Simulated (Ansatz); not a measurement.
# USVWN5/def2-SVP run of CH6ClSi2 (SMILES C[Si]([SiH3])Cl)

What is the energy change on altering one bond length of CH6ClSi2 at USVWN5/def2-SVP? 

Program for the calculation: Ansatz 0.2.0.

44 further runs of the same task are left out: 44 set aside as unsound or not needed.

**1. The molecule**

The species is CH6ClSi2 (10 atoms), meant as a doublet with charge 0. As SMILES, `C[Si]([SiH3])Cl`. The shape is that of a PBE0-D4/def2-TZVP optimisation.

Bond lengths: C1–Si2 1.872 Å, Si2–Si3 2.338 Å, Si2–Cl4 2.073 Å, C1–H5 1.093 Å, C1–H6 1.094 Å, C1–H7 1.092 Å, Si3–H8 1.485 Å, Si3–H9 1.490 Å, Si3–H10 1.489 Å. Some angles: C1–Si2–Si3 115.2°, C1–Si2–Cl4 108.2°, Si3–Si2–Cl4 108.6°, Si2–C1–H5 110.0°, Si2–C1–H6 110.4°, Si2–C1–H7 110.6°, Si2–Si3–H8 109.0°, Si2–Si3–H9 112.4°, Si2–Si3–H10 108.4°, H5–C1–H6 108.7°.

**2. A single-point energy at USVWN5/def2-SVP**

The input, job.yaml:

```yaml
crystal:
  periodic: [false, false, false]
  atoms:
    - {symbol: C, position_ang: [-0.817600, 1.375900, -0.759000]}
    - {symbol: Si, position_ang: [-0.393400, -0.447400, -0.745400]}
    - {symbol: Si, position_ang: [1.253500, -1.073900, 0.791400]}
    - {symbol: Cl, position_ang: [-2.123100, -1.512600, -0.330000]}
    - {symbol: H, position_ang: [0.078700, 1.966200, -0.965000]}
    - {symbol: H, position_ang: [-1.223500, 1.680800, 0.209700]}
    - {symbol: H, position_ang: [-1.561600, 1.592100, -1.528300]}
    - {symbol: H, position_ang: [1.490500, -2.535600, 0.676400]}
    - {symbol: H, position_ang: [0.871400, -0.750900, 2.195100]}
    - {symbol: H, position_ang: [2.508200, -0.345800, 0.457800]}
basis:
  gaussian: {orbitals: def2-SVP}
output: {orbitals: {seedname: orbitals}}
accuracy: high
magnetization: {spin_polarized: true, initial_magnetization: 1}
hamiltonian: {xc: {name: SVWN5}}
```

Launch:

```bash
$ ansatz run job.yaml --threads 1 --pin off --max-ram 3480MiB --events-out events.jsonl --progress --plain --runs-dir runs
```

The log of the run:

```text
Warning: RAYON_NUM_THREADS=1 ignored (pool sized by the plan → 1); use --threads N
Functional definition: SVWN5
  name "SVWN5"
  exchange = slater_x
  correlation = vwn5_c
2141 factors; integrals over basis functions are off by at most 2.1e-8 eV
mean field evaluation 1: about -29280.7958 eV, gradient 3.9e1 eV
mean field evaluation 2: about -29265.9557 eV, gradient 5.9e1 eV
mean field evaluation 4: about -29288.6060 eV, gradient 3.9e0 eV
mean field evaluation 8: about -29288.6960 eV, gradient 6.1e-2 eV
mean field evaluation 16: about -29288.6960 eV, gradient 2.8e-5 eV
mean field -29288.69603048 eV, -1076.3397265291 hartree, gradient 9.0e-8 eV, S^2 0.751185; 0 other end points of the search recorded, 0 dependent functions left out
reference -29288.69603392 eV, -1076.3397266552 hartree; 29, 28 occupied and 69, 70 virtual orbitals, 2141 factors
Total energy: -29288.69603392 eV, -1076.3397266552 hartree
```

It took 6.9 s on 1 thread of Arm Neoverse V2, shared host; peak memory 0.29 GiB.

**3. The distorted shape**

The input, job.yaml:

```yaml
crystal:
  periodic: [false, false, false]
  atoms:
    - {symbol: C, position_ang: [-0.614648, 1.223448, -1.243355]}
    - {symbol: Si, position_ang: [-0.190448, -0.599852, -1.229755]}
    - {symbol: Si, position_ang: [1.456452, -1.226352, 0.307045]}
    - {symbol: Cl, position_ang: [-1.920148, -1.665052, -0.814355]}
    - {symbol: H, position_ang: [0.281652, 1.813748, -1.449355]}
    - {symbol: H, position_ang: [-1.223500, 1.680800, 0.209700]}
    - {symbol: H, position_ang: [-1.358648, 1.439648, -2.012655]}
    - {symbol: H, position_ang: [1.693452, -2.688052, 0.192045]}
    - {symbol: H, position_ang: [1.074352, -0.903352, 1.710745]}
    - {symbol: H, position_ang: [2.711152, -0.498252, -0.026555]}
basis:
  gaussian: {orbitals: def2-SVP}
magnetization: {spin_polarized: true, initial_magnetization: 1}
hamiltonian: {xc: {name: SVWN5}}
accuracy: high
output: {orbitals: {seedname: orbitals}}
```

Launch:

```bash
$ ansatz run job.yaml --threads 1 --pin off --max-ram 3480MiB --events-out events.jsonl --progress --plain --runs-dir runs
```

The log of the run:

```text
Warning: RAYON_NUM_THREADS=1 ignored (pool sized by the plan → 1); use --threads N
[... 4 set-up lines as earlier in the session ...]
2137 factors; integrals over basis functions are off by at most 7.9e-9 eV
mean field evaluation 1: about -29278.6653 eV, gradient 3.9e1 eV
mean field evaluation 2: about -29256.8142 eV, gradient 6.2e1 eV
mean field evaluation 4: about -29286.7132 eV, gradient 5.5e0 eV
mean field evaluation 8: about -29286.9042 eV, gradient 1.4e-1 eV
mean field evaluation 16: about -29286.9044 eV, gradient 1.0e-4 eV
mean field -29286.90440000 eV, -1076.2738853232 hartree, gradient 2.7e-8 eV, S^2 0.752391; 0 other end points of the search recorded, 0 dependent functions left out
reference -29286.90440348 eV, -1076.2738854511 hartree; 29, 28 occupied and 69, 70 virtual orbitals, 2137 factors
Total energy: -29286.90440348 eV, -1076.2738854511 hartree
```

It took 6.9 s on 1 thread of Arm Neoverse V2, shared host; peak memory 0.29 GiB.

**4. Summary of results**

At USVWN5/def2-SVP:

| quantity | value |
| --- | --- |
| first shape: total energy | -1076.33973 Eh |
| first shape: HOMO energy (highest over α and β) | -4.65 eV |
| first shape: LUMO energy (lowest over α and β) | -3.63 eV |
| first shape: ⟨S²⟩ | 0.751 |
| distorted shape: total energy | -1076.27389 Eh |
| distorted shape: HOMO energy (highest over α and β) | -4.78 eV |
| distorted shape: LUMO energy (lowest over α and β) | -3.85 eV |
| distorted shape: ⟨S²⟩ | 0.752 |
| energy change with the C1–H6 bond stretched from 1.094 to 1.641 Å | 1.792 eV |

With the C1–H6 bond stretched from 1.094 to 1.641 Å the energy rises by 1.79 eV (173 kJ/mol). The first shape isn't relaxed at this level, so the change isn't measured from a minimum.
